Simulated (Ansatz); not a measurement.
# Al3Au (I4/mmm) in Ansatz: reference runs

Reference runs on Al3Au: the cell as given and a disturbed copy.

Program: Ansatz 0.2.0. These are calculated values, not measurements. Logs are shortened: lines on timing, memory, paths and dates and some standing lists are left out, and cuts for length are marked.

### Step 1. The structure

It takes space group I4/mmm (No. 139, tetragonal). The conventional cell has a = 4.051 Å, b = 4.051 Å, c = 8.113 Å, α = 90.00°, β = 90.00°, γ = 90.00°. Au (site symmetry 4/mmm) is surrounded by 12 Al at 2.86 to 2.87 Å. Al (site symmetry 4/mmm) has 4 Au at 2.86 Å and 8 Al at 2.87 Å as nearest neighbours. Al (site symmetry -4m2) is surrounded by 8 Al at 2.86 to 2.87 Å and 4 Au at 2.87 Å.

The cell comes from a database or a generator and needn't be the stable form of this composition.

### Step 2. Single point, PBEsol

Contents of input.yaml:

```yaml
crystal:
  lattice:
    - [-2.025333, 2.025333, 4.0566]
    - [2.025333, -2.025333, 4.0566]
    - [2.025333, 2.025333, -4.0566]
  atoms:
    - { symbol: Au, position: [0.0, 0.0, 0.0] }
    - { symbol: Al, position: [0.5, 0.5, 0.0] }
    - { symbol: Al, position: [0.25, 0.75, 0.5] }
    - { symbol: Al, position: [0.75, 0.25, 0.5] }
kpoints:
  mp_grid: { grid: [9, 9, 9] }
scf:
  occupations: { method: fermi_dirac, width: 0.05 }
hamiltonian:
  xc: pbesol
  pseudopotentials: { kind: all_electron, lapw: { basis_error: 0.001 } }
output:
  forces: true
  stress: true
  eigenvalues: true
  populations: true
```

Potentials or basis: all-electron LAPW, scalar-relativistic.

The run is started by

```sh
$ ansatz run input.yaml --threads 2 --pin off --max-ram 8192MiB --backend cpu --events-out ev --progress --plain --runs-dir out
```

Log:

```text
Warning: RAYON_NUM_THREADS=2 ignored (pool sized by the plan → 2); use --threads N
Au: projections on atomic orbitals take those of the free atom 1s2 2s2 2p6 3s2 3p6 3d10 4s2 4p6 4d10 4f14 5s2 5p6 5d10 6s1, of charge +0.00 (hamiltonian.pseudopotentials.projection_atoms)
Al: projections on atomic orbitals take those of the free atom 1s2 2s2 2p6 3s2 3p1, of charge +0.00 (hamiltonian.pseudopotentials.projection_atoms)
LAPW: plane waves up to 7.134 Å⁻¹, error target 1.0e-3 eV per atom; small_component_spin mean_spin; Al in spheres of 1.261 Å, 11 of its electrons in bands, Dirac shells []; Au in spheres of 1.603 Å, 33 of its electrons in bands, Dirac shells [] (how accurate: hamiltonian.pseudopotentials.lapw.basis_error, Limitations)
Engine: ansatz 0.2.0, x86_64-unknown-linux-gnu
Pseudopotentials: kind: all_electron
Pseudopotential: Au, LAPW, valence charge 33, lapw/all_electron/scalar/gaussian/Au, Koelling and Harmon's equation, gaussian nucleus
Pseudopotential: Al, LAPW, valence charge 11, lapw/all_electron/scalar/gaussian/Al, Koelling and Harmon's equation, gaussian nucleus
Functional definition: PBEsol
  exchange = pbesol_x
  correlation = pbesol_c
Crystal: 4 atoms, lattice volume = 66.560 Å³
Basis set: ecut = 193.9265846845105 eV, 421 PW (Γ), FFT grids on a1+a3, a2+a3, a3, exchange–correlation at level 2
Bands: 40, of which v1, the nominal top of the filled ones, is band 33 counted from 1 (32 counted from 0)
Symmetry: 16 space group operations
Space group: I4/mmm (ITA 139), of the structure as read, at distance tolerance 4.1e-5 Å
k-points: 75 of 729
Non-local potential: Au, projectors of the file, none
Non-local potential: Al, projectors of the file, none
Initial density: superposition of atomic densities (chi_scale 0.1, normalization cell, long waves kept (reshape's long-wave potential 0.00 eV rms))
Initial wavefunctions: plane waves of lowest kinetic energy (no species holds an atomic orbital)
Functional: x = pbesol(κ = 0.804, μ = 0.12345679012345678), c = pbesol(β = 0.046)
iter 1 solved again at ethr=1.46e-3 eV; its pass at ethr=1.00e-1 eV (dr2=9.61e-1 eV) is discarded
SCF iter   1: F=—  HF=-536868.387602 eV  |F-HF|=—  |Δ(HF+E_count)|=         —  Δρ=2.84e-2  dr2=9.63e-1  ethr=1.46e-3  ⟨swp⟩=2.0  Hψ=19506  notcnv=0
preconditioner: auto → Kerker (q_TF=auto, 2.724 Å⁻¹)  [metal: Δε(μ)=0.006 eV  Ē_g=8.274 eV  σ=0.050 eV  W_gap=0.03  n_scr=22 (ndim 8)  ℏωp=20.4 eV  f_vac=0.000  D(μ)=1.36/eV (n_scr^D=10)]
SCF iter   2: F=—  HF=-536867.841613 eV  |F-HF|=—  |Δ(HF+E_count)|=   5.46e-1  Δρ=1.78e-2  dr2=3.77e-1  ethr=1.46e-3  ⟨swp⟩=3.0  Hψ=9864  notcnv=0
SCF iter   3: F=—  HF=-536866.969545 eV  |F-HF|=—  |Δ(HF+E_count)|=   8.72e-1  Δρ=9.13e-3  dr2=5.47e-2  ethr=5.72e-4  ⟨swp⟩=2.9  Hψ=8966  notcnv=0
SCF iter   4: F=—  HF=-536866.947552 eV  |F-HF|=—  |Δ(HF+E_count)|=         —  Δρ=4.21e-3  dr2=1.28e-2  ethr=8.28e-5  ⟨swp⟩=2.0  Hψ=8320  notcnv=0
the basis was enlarged: its passes take 140.5 KiB over the memory plan, 2 of 2 planned eigensolver slots
SCF iter   5: F=—  HF=-536866.943910 eV  |F-HF|=—  |Δ(HF+E_count)|=   3.64e-3  Δρ=1.87e-3  dr2=2.93e-3  ethr=1.94e-5  ⟨swp⟩=2.0  Hψ=8302  notcnv=0
SCF iter   6: F=—  HF=-536866.943287 eV  |F-HF|=—  |Δ(HF+E_count)|=   6.23e-4  Δρ=5.33e-4  dr2=3.40e-4  ethr=4.43e-6  ⟨swp⟩=2.5  Hψ=8360  notcnv=0
SCF iter   7: F=—  HF=-536866.943157 eV  |F-HF|=—  |Δ(HF+E_count)|=   1.31e-4  Δρ=3.03e-4  dr2=1.31e-4  ethr=5.15e-7  ⟨swp⟩=2.0  Hψ=8303  notcnv=0
iter 8 solved again at ethr=9.53e-9 eV; its pass at ethr=1.99e-7 eV (dr2=6.29e-6 eV) is discarded
SCF iter   8: F=—  HF=-536866.943037 eV  |F-HF|=—  |Δ(HF+E_count)|=   1.20e-4  Δρ=6.32e-5  dr2=6.27e-6  ethr=9.53e-9  ⟨swp⟩=2.0  Hψ=14405  notcnv=0
SCF iter   9: F=—  HF=-536866.943036 eV  |F-HF|=—  |Δ(HF+E_count)|=   8.74e-7  Δρ=3.89e-5  dr2=2.75e-6  ethr=9.50e-9  ⟨swp⟩=2.0  Hψ=8301  notcnv=0
SCF iter  10: F=—  HF=-536866.943035 eV  |F-HF|=—  |Δ(HF+E_count)|=   1.30e-6  Δρ=1.09e-5  dr2=1.96e-7  ethr=4.16e-9  ⟨swp⟩=2.0  Hψ=8301  notcnv=0
SCF iter  11: F=-536866.943035 eV  HF=-536866.943035 eV  |F-HF|=2.10e-9  |Δ(HF+E_count)|=   1.03e-7  Δρ=3.86e-6  dr2=1.15e-8  ethr=2.97e-10  ⟨swp⟩=2.1  Hψ=8309  notcnv=0
SCF 1 converged in 11 iterations: F = -536866.943035 eV  dr2 = 1.15e-8
SCF converged after 11 iterations
Free energy (F): -536866.943035 eV
Harris-Foulkes:  -536866.943035 eV  (|F-HF|=2.10e-9)
Internal energy: -536866.931541 eV  (E = F + TS)
E sigma→0 (E₀):  -536866.937288 eV
Entropy (-TS):   -0.011493 eV (-2.873 meV/atom)
Fermi energy:    14.072409 eV
--- Per-component energies (eV) ---
  E_band       = -2643.259292
  E_kinetic    = 609121.189216
  E_xc         = -11252.026521
  E_electrostatic = -1134736.094236  (all electrons and nuclei)
  E_smearing   = -0.011493  (= −TS)
  E_closure    = 0.000000  (closes the sum)
  E_atoms      = -536850.221694  (free atoms, spherical and without spin; not in F)
  Σ components = -536866.943035   (vs F -536866.943035, Δ=0.00e0)
  Basis errors (estimates in eV, not in F): energy 3.1e-4 per atom: plane waves 2.7e-4 (1.4e-4 summed), levels above the bands 9.3e-53, relativity 2.1e-9, radial functions 3.3e-5, core shells 2.6e-7; eigenvalues (radial functions only) 1.2e-6; not estimated: angular momenta, meshes, grids; target (lapw.basis_error) 1.0e-3; muffin-tin radii Al 1.261 Å, Au 1.603 Å
--- Forces (eV/Å), atoms counted from 1 ---
  atom   1  Au    -0.00000000     0.00000000     0.00000000
  atom   2  Al    -0.00000000     0.00000000     0.00000000
  atom   3  Al    -0.00000000    -0.00000000     0.00000000
  atom   4  Al     0.00000000     0.00000000     0.00000000
  max |Σ_I F_I| component: 1.28e-30 eV/Å
--- Stress (GPa, compression-positive) ---
       -2.469519      -0.000000       0.000000
       -0.000000      -2.469519      -0.000000
        0.000000      -0.000000      -2.920815
  P = ⅓ Tr σ = -2.6200 GPa (-26.200 kbar)
--- Band table (eV; the first three rows and the last of 75) ---
  k-point 0: bands = ["-92.6329", "-89.4125", "-89.4107", "-89.2535", "-65.7030", "-65.7029", "-65.7021", "-65.7021", "-65.7019", "-65.7019", "-65.7012", "-51.0998", "-51.0976", "-51.0963", "-51.0963", "-51.0860", "-51.0860", "-50.9435", "-50.9435", "-50.9165", "-44.0004", "-43.9965", "-43.9965", "2.8396", "8.0128", "8.0739", "8.2849", "8.2849", "8.7900", "11.4557", "14.0986", "14.0986", "14.4336", "14.7921", "14.9060", "14.9060", "14.9243", "16.2667", "17.5094", "20.3406"]
  k-point 1: bands = ["-92.6329", "-89.4124", "-89.4108", "-89.2535", "-65.7030", "-65.7029", "-65.7021", "-65.7021", "-65.7019", "-65.7019", "-65.7012", "-51.0997", "-51.0978", "-51.0965", "-51.0950", "-51.0873", "-51.0859", "-50.9435", "-50.9435", "-50.9165", "-44.0004", "-43.9966", "-43.9966", "3.0779", "8.0694", "8.1333", "8.1620", "8.2115", "8.6565", "11.8256", "13.0765", "13.1267", "13.4943", "13.6977", "14.5794", "16.5270", "17.0069", "17.7730", "17.8814", "18.1352"]
  k-point 2: bands = ["-92.6329", "-89.4121", "-89.4110", "-89.2535", "-65.7030", "-65.7029", "-65.7021", "-65.7021", "-65.7019", "-65.7019", "-65.7012", "-51.0993", "-51.0982", "-51.0968", "-51.0917", "-51.0907", "-51.0856", "-50.9435", "-50.9434", "-50.9165", "-44.0004", "-43.9970", "-43.9969", "3.7794", "7.7690", "8.1184", "8.2552", "8.2589", "8.3826", "11.6413", "12.0933", "12.3367", "12.7991", "13.0228", "14.6725", "15.0440", "18.6777", "19.3467", "19.4501", "20.6590"]
  k-point 74: bands = ["-92.6329", "-89.4124", "-89.4107", "-89.2535", "-65.7030", "-65.7029", "-65.7021", "-65.7021", "-65.7019", "-65.7019", "-65.7012", "-51.0995", "-51.0976", "-51.0962", "-51.0962", "-51.0863", "-51.0862", "-50.9434", "-50.9434", "-50.9167", "-44.0006", "-43.9966", "-43.9965", "5.1492", "5.3377", "7.7466", "8.6779", "8.7308", "8.7562", "8.7631", "10.7860", "11.7405", "14.2093", "15.6421", "18.5627", "19.2067", "19.4360", "19.8350", "19.9456", "21.1107"]
--- Löwdin populations: 4 sites ---
  site symbol       q [e]
     0     Au     78.3508
     1     Al     13.2078
     2     Al     13.1150
     3     Al     13.1150
  spilling = 0.001792 (of n_electrons = 118.000000)
```

It took 8.4 s on 2 threads of AMD EPYC 9R45 (Zen 5), shared host; peak memory 0.59 GiB.

Results:

```yaml
Free_energy: -536866.9430 eV
Pressure: -2.6 GPa
Band_gap_on_the_k_mesh: none (metal or under the smearing width)
Loewdin_charges: Au +0.65; Al -0.21, -0.12 e
```

Levels at points of the mesh, in eV from the Fermi level:
| k point | band 31 | band 32 | band 33 | band 34 | band 35 | band 36 |
| --- | --- | --- | --- | --- | --- | --- |
| (0.00, 0.00, 0.00) | 0.03 | 0.03 | 0.36 | 0.72 | 0.83 | 0.83 |

Caveat: the atomic charges don't sum to the cell's charge. The run has no spin-orbit coupling, so splittings on Au are missing.

### Step 3. Equation of state, PBEsol

Potentials or basis: all-electron LAPW, scalar-relativistic.

No new run: the results of the series are fitted here.

Results:

```yaml
Equilibrium_volume: 16.20 Å³/atom
Bulk_modulus_at_fixed_shape_and_positions: 103 GPa
Pressure_derivative_of_the_bulk_modulus: 4.8
```

Energy against volume, from the lowest point:
| volume (Å³/atom) | energy (meV/atom) |
| --- | --- |
| 15.642 | 6.29 |
| 15.974 | 0.75 |
| 16.307 | 0.00 |
| 16.640 | 3.49 |
| 16.973 | 10.76 |
| 17.306 | 21.34 |
| 17.638 | 34.93 |

Caveat: the cell was scaled at fixed shape and fractional positions, which overstates the stiffness of a crystal with free parameters, most of all of layers and chains.

### Step 4. Single point, PBEsol (atoms moved at random, drawn with an rms of 0.05 Å)

Edit input.yaml of step 2 so:

```diff
@@ -6,6 +6,6 @@
   atoms:
-    - { symbol: Au, position: [0.0, 0.0, 0.0] }
-    - { symbol: Al, position: [0.5, 0.5, 0.0] }
-    - { symbol: Al, position: [0.25, 0.75, 0.5] }
-    - { symbol: Al, position: [0.75, 0.25, 0.5] }
+    - { symbol: Au, position: [0.007078, -0.004826, 0.002141] }
+    - { symbol: Al, position: [0.508998, 0.507599, -0.000251] }
+    - { symbol: Al, position: [0.252612, 0.759888, 0.494387] }
+    - { symbol: Al, position: [0.738292, 0.241932, 0.48663] }
 kpoints:
```

Potentials or basis: all-electron LAPW, scalar-relativistic.

The run is started by

```sh
$ ansatz run input.yaml --threads 2 --pin off --max-ram 8192MiB --backend cpu --events-out ev --progress --plain --runs-dir out
```

Log:

```text
Warning: RAYON_NUM_THREADS=2 ignored (pool sized by the plan → 2); use --threads N
Au: projections on atomic orbitals take those of the free atom 1s2 2s2 2p6 3s2 3p6 3d10 4s2 4p6 4d10 4f14 5s2 5p6 5d10 6s1, of charge +0.00 (hamiltonian.pseudopotentials.projection_atoms)
Al: projections on atomic orbitals take those of the free atom 1s2 2s2 2p6 3s2 3p1, of charge +0.00 (hamiltonian.pseudopotentials.projection_atoms)
LAPW: plane waves up to 7.425 Å⁻¹, error target 1.0e-3 eV per atom; small_component_spin mean_spin; Al in spheres of 1.227 Å, 11 of its electrons in bands, Dirac shells []; Au in spheres of 1.549 Å, 33 of its electrons in bands, Dirac shells [] (how accurate: hamiltonian.pseudopotentials.lapw.basis_error, Limitations)
Engine: ansatz 0.2.0, x86_64-unknown-linux-gnu
Pseudopotentials: kind: all_electron
Pseudopotential: Au, LAPW, valence charge 33, lapw/all_electron/scalar/gaussian/Au, Koelling and Harmon's equation, gaussian nucleus
Pseudopotential: Al, LAPW, valence charge 11, lapw/all_electron/scalar/gaussian/Al, Koelling and Harmon's equation, gaussian nucleus
Functional definition: PBEsol
  exchange = pbesol_x
  correlation = pbesol_c
Crystal: 4 atoms, lattice volume = 66.560 Å³
Basis set: ecut = 210.05699713353357 eV, 445 PW (Γ), FFT grids on a1+a3, a2+a3, a3, exchange–correlation at level 2
Bands: 40, of which v1, the nominal top of the filled ones, is band 33 counted from 1 (32 counted from 0)
Symmetry: 1 space group operations
Space group: P1 (ITA 1), of the structure as read, at distance tolerance 4.1e-5 Å
k-points: 365 of 729 (time reversal used)
Non-local potential: Au, projectors of the file, none
Non-local potential: Al, projectors of the file, none
Initial density: superposition of atomic densities (chi_scale 0.1, normalization cell, long waves kept (reshape's long-wave potential 0.00 eV rms))
Initial wavefunctions: plane waves of lowest kinetic energy (no species holds an atomic orbital)
Functional: x = pbesol(κ = 0.804, μ = 0.12345679012345678), c = pbesol(β = 0.046)
iter 1 solved again at ethr=1.78e-3 eV; its pass at ethr=1.00e-1 eV (dr2=1.18e0 eV) is discarded
[... 13 lines left out ...]
SCF 1 converged in 10 iterations: F = -536866.926230 eV  dr2 = 4.56e-8
SCF converged after 10 iterations
Free energy (F): -536866.926230 eV
Harris-Foulkes:  -536866.926230 eV  (|F-HF|=1.06e-7)
Internal energy: -536866.914880 eV  (E = F + TS)
E sigma→0 (E₀):  -536866.920555 eV
Entropy (-TS):   -0.011350 eV (-2.837 meV/atom)
Fermi energy:    14.069065 eV
--- Per-component energies (eV) ---
  E_band       = -2643.460284
  E_kinetic    = 609121.481136
  E_xc         = -11252.065107
  E_electrostatic = -1134736.330909  (all electrons and nuclei)
  E_smearing   = -0.011350  (= −TS)
  E_closure    = 0.000000  (closes the sum)
  E_atoms      = -536850.221694  (free atoms, spherical and without spin; not in F)
  Σ components = -536866.926230   (vs F -536866.926230, Δ=0.00e0)
  Basis errors (estimates in eV, not in F): energy 3.2e-4 per atom: plane waves 3.0e-4 (1.6e-4 summed), levels above the bands 1.4e-52, relativity 1.7e-9, radial functions 2.1e-5, core shells 7.0e-7; eigenvalues (radial functions only) 3.0e-6; not estimated: angular momenta, meshes, grids; target (lapw.basis_error) 1.0e-3; muffin-tin radii Al 1.227 Å, Au 1.549 Å
--- Forces (eV/Å), atoms counted from 1 ---
  atom   1  Au     0.02033128    -0.05533586     0.05534476
  atom   2  Al    -0.04633847    -0.00784856    -0.23158949
  atom   3  Al    -0.06107557     0.01477197    -0.08104241
  atom   4  Al     0.08708411     0.04840952     0.25728602
  max |Σ_I F_I| component: 2.93e-6 eV/Å
--- Stress (GPa, compression-positive) ---
       -1.974673      -0.001359       0.044643
       -0.001359      -2.618425       0.009047
        0.044643       0.009047      -2.637457
  P = ⅓ Tr σ = -2.4102 GPa (-24.102 kbar)
--- Band table (eV; the first three rows and the last of 365) ---
  k-point 0: bands = ["-92.6400", "-89.4103", "-89.4080", "-89.2507", "-65.7131", "-65.7126", "-65.7099", "-65.7091", "-65.7085", "-65.7050", "-65.7050", "-51.0977", "-51.0952", "-51.0946", "-51.0935", "-51.0833", "-51.0831", "-50.9419", "-50.9389", "-50.9140", "-44.0165", "-44.0082", "-43.9904", "2.8359", "7.9820", "8.0887", "8.2290", "8.3231", "8.7826", "11.4581", "14.0431", "14.1246", "14.4211", "14.7379", "14.8390", "14.8999", "15.0695", "16.2604", "17.5276", "20.2775"]
  k-point 1: bands = ["-92.6400", "-89.4102", "-89.4081", "-89.2508", "-65.7131", "-65.7126", "-65.7099", "-65.7091", "-65.7085", "-65.7050", "-65.7050", "-51.0976", "-51.0953", "-51.0944", "-51.0926", "-51.0845", "-51.0831", "-50.9419", "-50.9389", "-50.9140", "-44.0166", "-44.0082", "-43.9906", "3.0741", "8.0445", "8.1012", "8.1701", "8.2276", "8.6495", "11.8265", "13.0443", "13.1365", "13.4886", "13.7066", "14.5696", "16.5278", "17.0108", "17.7680", "17.8725", "18.1638"]
  k-point 2: bands = ["-92.6400", "-89.4100", "-89.4082", "-89.2508", "-65.7131", "-65.7126", "-65.7099", "-65.7091", "-65.7085", "-65.7050", "-65.7050", "-51.0973", "-51.0956", "-51.0948", "-51.0898", "-51.0874", "-51.0827", "-50.9419", "-50.9389", "-50.9141", "-44.0170", "-44.0082", "-43.9909", "3.7752", "7.7542", "8.1170", "8.2239", "8.2646", "8.3873", "11.6357", "12.0685", "12.3447", "12.8007", "13.0266", "14.6665", "15.0471", "18.6742", "19.3439", "19.4643", "20.6529"]
  k-point 364: bands = ["-92.6400", "-89.4099", "-89.4083", "-89.2508", "-65.7131", "-65.7126", "-65.7099", "-65.7091", "-65.7085", "-65.7050", "-65.7050", "-51.0971", "-51.0957", "-51.0948", "-51.0898", "-51.0875", "-51.0826", "-50.9419", "-50.9389", "-50.9141", "-44.0174", "-44.0082", "-43.9909", "4.5917", "7.2720", "7.8803", "8.1402", "8.4758", "8.5805", "9.8070", "11.3080", "11.9365", "12.6883", "13.7057", "14.5435", "17.4025", "18.8004", "19.1783", "20.5510", "20.7819"]
--- Löwdin populations: 4 sites ---
  site symbol       q [e]
     0     Au     78.3504
     1     Al     13.2079
     2     Al     13.1147
     3     Al     13.1156
  spilling = 0.001791 (of n_electrons = 118.000000)
```

populations.tsv:

```text
# site	symbol	l	j	q
# orbitals = lowdin
# n_electrons = 118.000000
# spilling = 0.001791
# projection_atom_Au: 1s2 2s2 2p6 3s2 3p6 3d10 4s2 4p6 4d10 4f14 5s2 5p6 5d10 6s1
# projection_atom_Al: 1s2 2s2 2p6 3s2 3p1
0	Au	0_1S	-	1.999999
0	Au	0_2S	-	1.999974
0	Au	0_3S	-	1.999681
0	Au	0_4S	-	1.996923
0	Au	0_5S	-	1.961911
0	Au	0_6S	-	0.853445
0	Au	1_2P	-	6.000000
0	Au	1_3P	-	5.999998
0	Au	1_4P	-	5.999932
0	Au	1_5P	-	5.994261
0	Au	2_3D	-	10.000000
0	Au	2_4D	-	9.999982
0	Au	2_5D	-	9.544307
0	Au	3_4F	-	13.999979
1	Al	0_1S	-	1.999817
1	Al	0_2S	-	1.985059
1	Al	0_3S	-	1.004415
1	Al	1_2P	-	5.995705
1	Al	1_3P	-	2.222926
2	Al	0_1S	-	1.999815
2	Al	0_2S	-	1.984867
2	Al	0_3S	-	0.973784
2	Al	1_2P	-	5.995601
2	Al	1_3P	-	2.160631
3	Al	0_1S	-	1.999814
3	Al	0_2S	-	1.984760
3	Al	0_3S	-	0.972748
3	Al	1_2P	-	5.995578
3	Al	1_3P	-	2.162739
```

It took 55 s on 2 threads of AMD EPYC 9R45 (Zen 5), shared host; peak memory 1.4 GiB.

What came out:

```
Free energy            : -536866.9262 eV
Pressure               : -2.4 GPa
Largest force          : 0.276 eV/Å
Band gap on the k mesh : none (metal or under the smearing width)
Loewdin charges        : Au +0.65; Al -0.21, -0.11, -0.12 e
```

Forces on the atoms (eV/Å):
```
Au   0.020 -0.055  0.055
Al  -0.046 -0.008 -0.232
Al  -0.061  0.015 -0.081
Al   0.087  0.048  0.257
```

Stress tensor (GPa, compression positive):
```
-1.97  0.00  0.04
 0.00 -2.62  0.01
 0.04  0.01 -2.64
```

Levels at points of the mesh, in eV from the Fermi level:
```tsv
k point	band 30	band 31	band 32	band 33	band 34	band 35	band 36	band 37
(0.00, 0.00, 0.00)	-2.61	-0.03	0.06	0.35	0.67	0.77	0.83	1.00
```

Caveat: the atomic charges don't sum to the cell's charge. The run has no spin-orbit coupling, so splittings on Au are missing.

### Step 5. Overview

| task | cell | cutoff (eV) | gap on the mesh (eV) | pressure (GPa) |
| --- | --- | --- | --- | --- |
| single point | as given | 194 | none | -2.6 |
| equation of state | as given | - | - | - |
| single point | atoms moved at random, drawn with an rms of 0.05 Å | 210 | none | -2.4 |

Alike in all rows: level PBEsol; potentials or basis all-electron LAPW, scalar-relativistic; no spin polarisation; k mesh 9 × 9 × 9; smearing fermi-dirac 0.05 eV; basis error allowed 0.001 eV/atom.

Caveats: the cell was scaled at fixed shape and fractional positions, which overstates the stiffness of a crystal with free parameters, most of all of layers and chains (some runs).

Compare energies only between runs with the same functional and basis.
